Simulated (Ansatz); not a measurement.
**GeCN2 under changes of volume**

One of the cells (13.716 Å³/atom); the others are scaled copies at fixed shape and fractional positions:

```
CELL_PARAMETERS angstrom
1.79379 1.03565 4.92196
-1.79379 1.03565 4.92196
0.00000 -2.07129 4.92196
ATOMIC_POSITIONS crystal
Ge 0.00000 0.00000 0.00000
N 0.58390 0.58390 0.58390
N 0.41610 0.41610 0.41610
C 0.50000 0.50000 0.50000
```

The cell comes from a database or a generator and needn't be the stable form of this composition.

```yaml
Program: Ansatz 0.2.0
Functional: PBE
Potentials_or_basis: Ansatz PAW
Cutoff: "420 eV (not typed: the program's choice for these potentials)"
k_mesh: 9 × 9 × 9
Occupations: fermi-dirac, width 0.05 eV
Spin: no spin polarisation
```

```tsv
volume (Å³/atom)	energy over the lowest point (meV/atom)	pressure (GPa)	gap on the mesh (eV)	largest force (eV/Å)
12.893	22.31	9.1	0.97	1.856
13.167	9.62	5.8	1.02	1.188
13.441	?	?	?	?
13.716	0.00	0.0	1.12	0.017
13.990	2.11	-2.5	1.16	0.560
14.264	8.27	-4.7	1.20	1.067
14.538	18.15	-6.8	1.24	1.541
```

Problem. What does the run at 13.441 Å³/atom give?

Solution. Energy over the lowest point 2.33 meV/atom; pressure 2.8 GPa; gap on the mesh 1.07 eV; largest force 0.565 eV/Å.

Worked out: A Birch-Murnaghan fit of order 3 (a polynomial in V^(-2/3)) to the other rows has its minimum at 13.72 Å³/atom with B0 = V·E''(V) = 130 GPa and B' = 3.8 at fixed shape and positions, which overstates the stiffness. It gives 2.35 meV/atom at 13.441 Å³/atom, against the run's 2.33, and -dE/dV = 2.8 GPa, against 2.8. A straight line through the other rows of the gap, of slope 2.25 eV per unit of ln V, gives 1.07 eV, against the run's 1.07.

Energies are extrapolated to zero smearing.

Caveats: odd divisions of the mesh miss points on the zone boundary, where band edges often lie, so the gap on the mesh can be too wide; forces of over 1 eV/Å show positions far from the minimum, so gaps and moduli don't describe the material at rest (some runs).

A mesh can miss the band edges. Spin-orbit coupling on Ge is left out.
